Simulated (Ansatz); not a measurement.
# C: pulling the crystal apart

Aim: for C, open the crystal across a (0 0 1) plane.

A COD entry behind a cell of this session may itself be a prediction, so a difference from it is no test against experiment.

Program: Ansatz 0.2.0. Level of theory: DFT r2SCAN, scalar-relativistic, plane waves, PAW. These are calculated values, not measurements.

2 further runs of the same task are left out: 2 set aside as unsound or not needed. Runs told in other sessions of the task aren't counted.

### Step 1. Starting point

Symmetry: P6_3/mmc, No. 194, hexagonal system. Conventional cell: a = 2.510 Å, b = 2.510 Å, c = 8.280 Å, α = 90.00°, β = 90.00°, γ = 120.00°. C (site symmetry 3m) is surrounded by 4 C at 1.54 Å. C (site symmetry 3m) is surrounded by 4 C at 1.54 to 1.57 Å.

As a file:

```xyz
16
Lattice="-2.5098 0.0000 0.0000 -1.2549 -2.1736 0.0000 0.0000 0.0000 16.5606" Properties=species:S:1:pos:R:3 pbc="T T T"
C     0.0000    0.0000    0.7695
C     0.0000    0.0000    9.0498
C    -1.2549   -2.1736    4.9097
C    -1.2549   -2.1736   13.1900
C     0.0000    0.0000    3.3706
C     0.0000    0.0000   11.6510
C    -1.2549   -2.1736    7.5108
C    -1.2549   -2.1736   15.7911
C    -1.2549   -0.7245    1.2876
C    -1.2549   -0.7245    9.5679
C    -2.5098   -1.4491    5.4277
C    -2.5098   -1.4491   13.7080
C    -1.2549   -0.7245    2.8526
C    -1.2549   -0.7245   11.1329
C    -2.5098   -1.4491    6.9928
C    -2.5098   -1.4491   15.2731
```

It is built from the cell relaxed beforehand with the same method (5.65 Å³/atom).

### Step 2. Zero of energy

The cell is repeated 2 times, 16 atoms in all. The reference gives a free energy of -4024.7236 eV, pressure 0.00 GPa, largest force 0.002 eV/Å and gap on the mesh 4.80 eV. It was computed beforehand with the settings of the runs below.

### Step 3. The scan: pulling the crystal apart

The cut lies on the cell's a–b face, a (0 0 1) plane of area 5.46 Å², between layers 1.57 Å apart (C below, C above); the cell is 16.6 Å thick. Vector c is lengthened by d along the normal with the atoms' Cartesian places fixed: one unrelaxed cut per cell.

### Step 4. Point d = 1.00 Å

input.yaml

```yaml
crystal:
  lattice:
    - [-2.5098396889, 0.0, 0.0]
    - [-1.2549198445, -2.17358493, 0.0]
    - [0.0, 0.0, 17.5606492275]
  atoms:
    - { symbol: C, position: [0.0, 0.0, 0.6332297274] }
    - { symbol: C, position: [0.0, 0.0, 0.1617024788] }
    - { symbol: C, position: [0.0, 1.0, 0.8689933517] }
    - { symbol: C, position: [0.0, 1.0, 0.3974661031] }
    - { symbol: C, position: [0.0, 0.0, 0.7813520184] }
    - { symbol: C, position: [0.0, 0.0, 0.3098247698] }
    - { symbol: C, position: [0.0, 1.0, 0.0740611455] }
    - { symbol: C, position: [0.0, 1.0, 0.5455883941] }
    - { symbol: C, position: [0.3333333333, 0.3333333333, 0.6627297609] }
    - { symbol: C, position: [0.3333333333, 0.3333333333, 0.1912025123] }
    - { symbol: C, position: [0.6666666667, 0.6666666667, 0.8984933852] }
    - { symbol: C, position: [0.6666666667, 0.6666666667, 0.4269661366] }
    - { symbol: C, position: [0.3333333333, 0.3333333333, 0.7518519849] }
    - { symbol: C, position: [0.3333333333, 0.3333333333, 0.2803247363] }
    - { symbol: C, position: [0.6666666667, 0.6666666667, 0.044561112] }
    - { symbol: C, position: [0.6666666667, 0.6666666667, 0.5160883606] }
basis:
  ecutwfc: 500
kpoints:
  mp_grid: { grid: [10, 10, 2] }
hamiltonian:
  xc: r2scan
scf:
  occupations: { method: gaussian, width: 0.05 }
output:
  forces: true
  stress: true
  eigenvalues: true
```

Run with:

```sh
> ansatz run input.yaml --threads 2 --pin off --max-ram 5120MiB --backend cpu --events-out ev --progress --plain --runs-dir out
```

Further runs follow: At d = 3.00 Å; point d = 0.50 Å; point d = 2.00 Å; d = 6.00 Å; At d = -0.30 Å; d = 0.25 Å; d = 1.50 Å; d = 0.75 Å; At d = -0.15 Å.

Q: Predict the outcome of this session. Wanted: largest traction sampled.

As calculated:

| quantity | value |
| --- | --- |
| energy at d = 6.00 Å | 15.78 J/m² |
| largest traction sampled | 108.2 GPa at d = 0.50 Å |

The energy levels off at 15.78 J/m², the work to make two unrelaxed faces. The traction peaks at 108.2 GPa near 0.50 Å, an estimate of the ideal strength of rigid blocks on this coarse sampling. The gap on the mesh, 4.80 eV at the start, reads zero at d = 3.00. Layers here are held mostly by dispersion, which this level lacks, so their spacing and the stiffness across them are unreliable there.
